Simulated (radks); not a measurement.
# Valence configurations of Tb

Aim: which of several valence configurations of Tb lies lowest at this level, and whether it is the one NIST lists ([Xe] 4f9 6s2).

Method: scalar-relativistic Kohn-Sham, BLYP, spin-polarised, spherical densities, point nucleus; open shells are filled with parallel spins first. Code: radks (a radial shooting solver on a logarithmic mesh, Libxc functionals) version 1.

4 further runs of the same task are left out: 4 that didn't finish.

### Step 1. The atom as given

```
element       : terbium (Z = 65)
charge        : 0
electrons     : 65
configuration : [Xe] 4f9 6s2
others tried  : 4f7 6s2 6p2; 4f9 6s1.5 6p0.5; 4f7 5d1 6s2 6p1; 4f8 5d1 6s2; 4f8 6s2 6p1
```

The outer shells:

Tb
```
[Xe] core
4f [↑↓][↑↓][↑ ][↑ ][↑ ][↑ ][↑ ]
6s [↑↓]
```

### Step 2. [Xe] 4f9 6s2

Settings of this run:

```text
Z 65
configuration [Xe] 4f9 6s2
relativity scalar-relativistic
functional b88,lyp
spin polarised
nucleus point
c 137.035999084
```

### Step 3. [Xe] 4f7 6s2 6p2

Settings of this run:

```text
Z 65
configuration [Xe] 4f7 6s2 6p2
relativity scalar-relativistic
functional b88,lyp
spin polarised
nucleus point
c 137.035999084
```

### Step 4. [Xe] 4f9 6s1.5 6p0.5

Settings of this run:

```text
Z 65
configuration [Xe] 4f9 6s1.5 6p0.5
relativity scalar-relativistic
functional b88,lyp
spin polarised
nucleus point
c 137.035999084
```

### Step 5. [Xe] 4f7 5d1 6s2 6p1

Settings of this run:

```text
Z 65
configuration [Xe] 4f7 5d1 6s2 6p1
relativity scalar-relativistic
functional b88,lyp
spin polarised
nucleus point
c 137.035999084
```

### Step 6. [Xe] 4f8 5d1 6s2

Settings of this run:

```text
Z 65
configuration [Xe] 4f8 5d1 6s2
relativity scalar-relativistic
functional b88,lyp
spin polarised
nucleus point
c 137.035999084
```

### Step 7. [Xe] 4f8 6s2 6p1

Settings of this run:

```text
Z 65
configuration [Xe] 4f8 6s2 6p1
relativity scalar-relativistic
functional b88,lyp
spin polarised
nucleus point
c 137.035999084
```

Before running it: what results should come out? Wanted: for each run, valence; E − E(NIST configuration); moment; highest level; its energy; 1s shift.

The runs gave:

| valence | E − E(NIST configuration) (eV) | moment (μB) | highest level | its energy (eV) | 1s shift (eV) |
| --- | --- | --- | --- | --- | --- |
| 4f9 6s2 | 0.000 | 5 | 4f down | -0.701 | +0.00 |
| 4f9 6s1.5 6p0.5 | 1.176 | 6 | 4f down | -1.328 | -0.65 |
| 4f8 5d1 6s2 | 1.202 | 7 | 5d up | -2.599 | -6.04 |
| 4f8 6s2 6p1 | 3.134 | 7 | 6p up | -2.150 | -9.28 |
| 4f7 5d1 6s2 6p1 | 9.721 | 9 | 6p up | -2.281 | -16.50 |
| 4f7 6s2 6p2 | 14.321 | 9 | 6p up | -3.141 | -20.18 |

Theory agrees with NIST among these: the next, 4f9 6s1.5 6p0.5, lies 1.176 eV higher. The energies are those of spherical high-spin densities, not of single terms. The 1s eigenvalue shifts by up to 20.18 eV as the valence charge is rearranged.
